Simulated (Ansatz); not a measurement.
# GaGe: the cost of one run

Method: DFT PBE, scalar-relativistic, plane waves, PAW, in Ansatz 0.2.0.

### 1 The system as given

The structure is trigonal, space group R-3m (No. 166). The conventional cell has a = 3.264 Å, b = 3.264 Å, c = 15.597 Å, α = 90.00°, β = 90.00°, γ = 120.00°. Around Ga (site symmetry -3m) lie 6 Ge at 3.21 Å and 6 Ga at 3.26 Å. Around Ge (site symmetry -3m) lie 6 Ga at 3.21 Å and 6 Ge at 3.26 Å.

Structure file:

```
Ga Ge
1.0
     1.63223    0.94237    5.19895
    -1.63223    0.94237    5.19895
     0.00000   -1.88474    5.19895
Ga Ge
1 1
Direct
  0.00000 0.00000 0.00000
  0.50000 0.50000 0.50000
```

(A quick probe on a coarse mesh, which set the mesh and smearing, is not shown.)

### 3 Rough relaxation on the coarse mesh

The input, input.yaml:

```yaml
crystal:
  lattice:
    - [1.6322294278, 0.9423680995, 5.1989529922]
    - [-1.6322294278, 0.9423680995, 5.1989529922]
    - [0.0, -1.884736199, 5.1989529922]
  atoms:
    - { symbol: Ga, position: [0.0, 0.0, 0.0] }
    - { symbol: Ge, position: [0.5, 0.5, 0.5] }
basis:
  ecutwfc: 420
kpoints:
  mp_grid: { grid: [6, 6, 6] }
hamiltonian:
  xc: pbe
scf:
  occupations: { method: gaussian, width: 0.1 }
  lower_state_search: "off"
output:
  forces: true
  stress: true
  eigenvalues: true
relax:
  adjacent_minimum: "off"
  f_tol: 0.04
  max_steps: 70
  cell: { stress_tol: 0.4 }
```

Started as:

```
ansatz run input.yaml --threads 1 --pin off --max-ram 2560MiB --backend cpu --events-out ev --progress --plain --runs-dir out
```

Q: Estimate wall time and peak memory on 1 thread of Arm Neoverse V2, shared host.

About 8.2 s, with a peak of 0.34 GiB.
